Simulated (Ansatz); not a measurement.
**NbB2P3: one candidate of a structure search, part 1 of 3**

The task: take a trial cell of NbB2P3 to zero force and stress.

Method: DFT PBE, scalar-relativistic, plane waves, PAW, in Ansatz 0.2.0.

## 1. The structure to begin with

It takes space group P6/mmm (No. 191, hexagonal). Conventional cell: a = 5.667 Å, b = 5.667 Å, c = 3.088 Å, α = 90.00°, β = 90.00°, γ = 120.00°. Around Nb (site symmetry 6/mmm) lie 2 Nb at 3.09 Å and 12 P at 3.23 Å and 6 B at 3.27 Å. B (site symmetry -6m2) is surrounded by 6 P at 2.25 Å. P (site symmetry mmm) has 4 B at 2.25 Å and 6 P at 2.83 to 3.09 Å and 4 Nb at 3.23 Å as nearest neighbours.

Coordinates:

```
Nb B P
1.0
     5.66662    0.00000    0.00000
    -2.83331    4.90743    0.00000
     0.00000    0.00000    3.08837
Nb B P
1 2 3
Direct
  0.00000 0.00000 0.00000
  0.33333 0.66667 0.00000
  0.66667 0.33333 0.00000
  0.50000 0.00000 0.50000
  0.50000 0.50000 0.50000
  0.00000 0.50000 0.50000
```

The cell is invented: species swapped into a database cell of PrB2Ru3 (P6/mmm, No. 191), with Nb on the Pr sites and P on the Ru sites. Lengths come from tabulated atomic sizes and are only a guess.

## 2. The guess as it stands, on a coarse mesh

File input.yaml:

```yaml
crystal:
  lattice:
    - [5.66661519, 0.0, 0.0]
    - [-2.8333076, 4.90743271, 0.0]
    - [0.0, 0.0, 3.08836739]
  atoms:
    - { symbol: Nb, position: [0.0, 0.0, 0.0] }
    - { symbol: B, position: [0.33333333, 0.66666667, 0.0] }
    - { symbol: B, position: [0.66666667, 0.33333333, 0.0] }
    - { symbol: P, position: [0.5, 0.0, 0.5] }
    - { symbol: P, position: [0.5, 0.5, 0.5] }
    - { symbol: P, position: [0.0, 0.5, 0.5] }
basis:
  ecutwfc: 420
kpoints:
  mp_grid: { grid: [6, 6, 6] }
hamiltonian:
  xc: pbe
scf:
  occupations: { method: gaussian, width: 0.1 }
  lower_state_search: "off"
output:
  forces: true
  stress: true
  eigenvalues: true
```

Command:

```
ansatz run input.yaml --threads 1 --pin off --max-ram 2048MiB --backend cpu --events-out ev --progress --plain --runs-dir out
```

Output, cut to the lines that bear on the results:

```text
Warning: RAYON_NUM_THREADS=1 ignored (pool sized by the plan → 1); use --threads N
[...]
Pseudopotentials: kind: paw
Pseudopotential: Nb, paw, valence charge 13, recommended cutoff 420 eV (normal), Nb.paw.azcp
Pseudopotential: B, paw, valence charge 3, recommended cutoff 420 eV (normal), B.paw.azcp
Pseudopotential: P, paw, valence charge 5, recommended cutoff 420 eV (normal), P.paw.azcp
Functional definition: PBE
[...]
Crystal: 6 atoms, lattice volume = 85.883 Å³
Basis set: ecut = 420 eV, 1703 PW (Γ), exchange–correlation on 80×80×48 points (8 copies of the dense FFT grid, shifted against one another)
Bands: 23, of which v1, the nominal top of the filled ones, is band 17 counted from 1 (16 counted from 0)
Symmetry: 24 space group operations
[...]
Free energy (F): -7125.950913 eV
[...]
E sigma→0 (E₀):  -7125.940711 eV
Entropy (-TS):   -0.020404 eV (-3.401 meV/atom)
Fermi energy:    11.069667 eV
[...]
--- Forces (eV/Å), atoms counted from 1 ---
  atom   1  Nb     0.00000000     0.00000000     0.00000000
  atom   2  B      0.00000000    -0.00000000     0.00000000
  atom   3  B      0.00000000     0.00000000    -0.00000000
  atom   4  P     -0.00000000    -0.00000000    -0.00000000
  atom   5  P     -0.00000000     0.00000000    -0.00000000
  atom   6  P      0.00000000     0.00000000     0.00000000
[...]
--- Stress (GPa, compression-positive) ---
      -17.258598      -0.000000       0.000000
       -0.000000     -17.258598       0.000000
        0.000000       0.000000     -21.648020
  P = ⅓ Tr σ = -18.7217 GPa (-187.217 kbar)
--- Band table (eV; the first three rows and the last of 28) ---
[... band rows left out ...]
[...]
```

Run time: 2.6 s. Hardware: 1 thread of Intel Xeon Platinum 8375C at 2.90GHz (Ice Lake), shared host; peak memory 0.4 GiB.

Read-out: pressure -18.7 GPa, largest force 0.00 eV/Å, gap on this mesh none (metal). A cheap, loose relaxation comes first.

(Continued in part 2 of 3.)
